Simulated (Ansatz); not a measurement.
**BH2OSe+ (SMILES [OH2+]B=[Se]): one structure at several levels**

The task here is to estimate one member of a computed series from the others.

The runs use Ansatz 0.2.0, Gaussian basis; single points in def2-TZVPP.

Correlated methods freeze the cores. Filled d shells of the heavier atoms are correlated.

1 further run of the same task is left out (it didn't finish).

## The system as given

SMILES `[OH2+]B=[Se]`, 5 atoms, charge 1, spin multiplicity 1.

Atoms are counted from 1 here; the program's logs count them from 0.

Bond lengths: O1–B2 1.374 Å, O1–H4 1.002 Å, O1–H5 0.940 Å, B2–Se3 1.703 Å. Angles: B2–O1–H4 110.6°, B2–O1–H5 130.4°, H4–O1–H5 116.1°, O1–B2–Se3 178.0°.

As a file:

```
O    -0.45462    0.43835   -0.27667
B     0.35303   -0.45543    0.38415
Se    1.30903   -1.60258    1.20233
H    -0.13347    1.37646   -0.13343
H    -1.04641    0.30870   -0.99538
```

Set-up of the first run:

The input, run/in.yaml:

```yaml
crystal:
  periodic: [false, false, false]
  atoms:
    - {symbol: O, position_ang: [-0.454618, 0.438351, -0.276672]}
    - {symbol: B, position_ang: [0.353034, -0.455428, 0.384145]}
    - {symbol: Se, position_ang: [1.309028, -1.602585, 1.202326]}
    - {symbol: H, position_ang: [-0.133469, 1.376463, -0.133430]}
    - {symbol: H, position_ang: [-1.046410, 0.308698, -0.995383]}
basis:
  gaussian: {orbitals: def2-TZVPP}
total_charge: 1
hamiltonian: {xc: pbe, dispersion: d4}
output: {forces: true}
```

The run is started by

```sh
> ansatz run in.yaml --threads 2 --pin off --events-out ev --progress --plain --max-ram 3481MiB
```

Among the steps run: PBE-D4/def2-TZVPP; r2SCAN-D4/def2-TZVPP; PBE0-D4/def2-TZVPP; wB97M-V/def2-TZVPP; CCSD(T)/def2-TZVPP.

One of the session's tables, all rows but one given; the rest of the session is left out.

```
   method  RMS force component (eV/Å)  angle to CCSD(T) forces (°)
   PBE-D4                           ?                            ?
r2SCAN-D4                       1.153                          8.5
  PBE0-D4                       1.168                          9.5
  wB97M-V                       1.220                         12.0
  CCSD(T)                       1.181                    reference
```

Q: Estimate the row for PBE-D4 from the others.

As computed: RMS force component (eV/Å): 1.166; angle to CCSD(T) forces (°): 12.1. In the column «RMS force component (eV/Å)» it lies between r2SCAN-D4 (1.153) and PBE0-D4 (1.168).
